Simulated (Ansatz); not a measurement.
# HBrF (doublet): from Hartree-Fock to the top rungs at distance Br1–H2 along a hydrogen transfer = 1.714 Å, cc-pVTZ

How much of the correlation energy of HBrF (doublet) does each wave-function method recover here?

The runs use Ansatz 0.2.0, Gaussian basis; cc-pVTZ, core rule «outside noble gas», up to 15 orbitals frozen.

Plan: UHF; CCSD(T) on ROHF; CCSD(T) on UHF; BCCD(T) on ROHF; CCSDT(Q) on ROHF; CCSDT(Q) on UHF; CASSCF and MRCISD+Q, 3 electrons in 3 orbitals; CASSCF and NEVPT2, 3 electrons in 3 orbitals; CASSCF and MRCISD+Q, 15 electrons in 9 orbitals; CASSCF and NEVPT2, 15 electrons in 9 orbitals.

**1. The geometry**

The geometry derives from fragments relaxed apart (PBE0/def2-TZVP) and kept rigid, so it is no stationary point. A hydrogen atom is moved between rigid fragments. No spin-orbit coupling is included. The filled d shell of Br may be among the frozen orbitals whatever the setting's name suggests; the logs give the count.

3 atoms, charge 0, spin multiplicity 2.

Atoms are counted from 1 here; the program's logs count them from 0.

Bond lengths: Br1–H2 1.714 Å, H2–F3 0.900 Å. Angles: Br1–H2–F3 180.0°.

**2. UHF**

in.yaml

```yaml
crystal:
  periodic: [false, false, false]
  atoms:
    - {symbol: Br, position_ang: [0.000000, 0.000000, -1.442667]}
    - {symbol: H, position_ang: [0.000000, 0.000000, 0.271333]}
    - {symbol: F, position_ang: [0.000000, 0.000000, 1.171333]}
basis:
  gaussian: {orbitals: cc-pVTZ}
magnetization: {spin_polarized: true, initial_magnetization: 1}
hamiltonian: {xc: hf}
output: {orbitals: {seedname: orbitals}}
```

Run with:

```sh
$ ansatz run in.yaml --threads 1 --pin off --events-out ev --progress --plain --max-ram 2816MiB --backend cpu
```

After this run come: CCSD(T) on ROHF; CCSD(T) on UHF; BCCD(T) on ROHF; CCSDT(Q) on ROHF; CCSDT(Q) on UHF; CASSCF and MRCISD+Q, 3 electrons in 3 orbitals; CASSCF and NEVPT2, 3 electrons in 3 orbitals; CASSCF and MRCISD+Q, 15 electrons in 9 orbitals; CASSCF and NEVPT2, 15 electrons in 9 orbitals.

**Question.** What will the summary of the whole plan be? Wanted: UCCSDT(Q) below the RHF energy; RMP2 from UCCSDT(Q); UMP2 from UCCSDT(Q); RCCSD from UCCSDT(Q); RCCSD(T) from UCCSDT(Q); UCCSD(T) from UCCSDT(Q); RCCSDT(Q) from UCCSDT(Q); MRCISD+Q pair from UCCSDT(Q); NEVPT2 valence from UCCSDT(Q).

The runs gave:

| quantity | value |
| --- | --- |
| UCCSDT(Q) below the RHF energy | -12.2983 eV |
| RMP2 from UCCSDT(Q) | +20.26 kcal/mol |
| UMP2 from UCCSDT(Q) | +20.72 kcal/mol |
| RCCSD from UCCSDT(Q) | +8.28 kcal/mol |
| RCCSD(T) from UCCSDT(Q) | +0.67 kcal/mol |
| UCCSD(T) from UCCSDT(Q) | +0.61 kcal/mol |
| RCCSDT(Q) from UCCSDT(Q) | +0.09 kcal/mol |
| MRCISD+Q pair from UCCSDT(Q) | +5.56 kcal/mol |
| NEVPT2 valence from UCCSDT(Q) | +45.80 kcal/mol |
| MRCISD+Q valence from UCCSDT(Q) | +5.71 kcal/mol |
| levels within 1 kcal/mol (43 meV) | RCCSD(T), UCCSD(T), BCCD(T), RCCSDT, UCCSDT, RCCSDT(Q) |
| T1 diagnostic | 0.012 |
| effectively unpaired electrons | 1.00 |

RCCSD(T) lands +0.67 kcal/mol from the yardstick (0.2 % of the correlation energy). One determinant dominates. Of the multireference levels listed MRCISD+Q pair comes nearest in total energy (+5.56 kcal/mol), which doesn't show that its space is the better one. These misses are within one basis, not against nature; the frozen cores of restricted and unrestricted runs differ, which can shift their rows.
